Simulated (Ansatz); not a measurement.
This script makes a test of the smearing width of Al, space group Im-3m with the Python package of Ansatz (0.2.0).

Script `smear_al.py`:
```python
"""Smearing width test for Al."""

import warnings

import ansatz as az
import numpy as np
import pandas as pd

config = {
    "xc": "LDA",
    "tolerance": 1e-10,
    "k_length": 32,
}

warnings.simplefilter("ignore", az.DeckWarning)

vectors = np.array([
    [-1.59122, 1.59122, 1.59122],
    [1.59122, -1.59122, 1.59122],
    [1.59122, 1.59122, -1.59122],
])
crystal = az.Lattice.of(vectors).atom("Al", [0.0, 0.0, 0.0])

setup = (
    crystal.calculation()
    .basis(16 * az.Ha)
    .functional(config["xc"])
    .pseudopotentials("paw")
    .scf(tolerance=config["tolerance"])
    .kpoints(length=config["k_length"])
)

rows = []
for value in [0.25, 0.15, 0.1, 0.05, 0.025]:
    r = setup.occupations("cold", width=value).run().report
    rows.append((value, r["free_energy_ev"] / len(r["lattice"]["sites"]), r["n_iterations"], r["n_kpoints"]))

table = pd.DataFrame(rows, columns=["width (eV)", "F/atom (eV)", "iterations", "k-points"])
print(table.round(5).to_string(index=False))

# differences from the last row
for row in rows[:-1]:
    shift = 1000 * (row[1] - rows[-1][1])
    print(f"{row[0]}: {shift:+.2f} meV/atom" + ("  (within 5 meV)" if abs(shift) < 5 else ""))
```

How much does the free energy per atom change between the narrowest and the widest smearing, and why?

Going from 0.025 to 0.25 eV changes F by -2.0 meV an atom. This scheme is built to cancel the term in the square of the width, so the shifts stay small and are partly the mesh's error.

The output:

Running `python smear_al.py` prints:
```text
 width (eV)  F/atom (eV)  iterations  k-points
      0.250   -512.78287           5       104
      0.150   -512.78260           5       104
      0.100   -512.78198           5       104
      0.050   -512.78119           5       104
      0.025   -512.78085           5       104
0.25: -2.02 meV/atom  (within 5 meV)
0.15: -1.74 meV/atom  (within 5 meV)
0.1: -1.13 meV/atom  (within 5 meV)
0.05: -0.34 meV/atom  (within 5 meV)
```

The narrowest width needs the finest mesh, so the last row is no converged reference. This isn't the structure that Al takes at ambient conditions. Processor time in the engine: 1.9 s on 1 thread of Intel(R) Xeon(R) Processor @ 2.30GHz (shared host), peak memory 0.48 GiB.
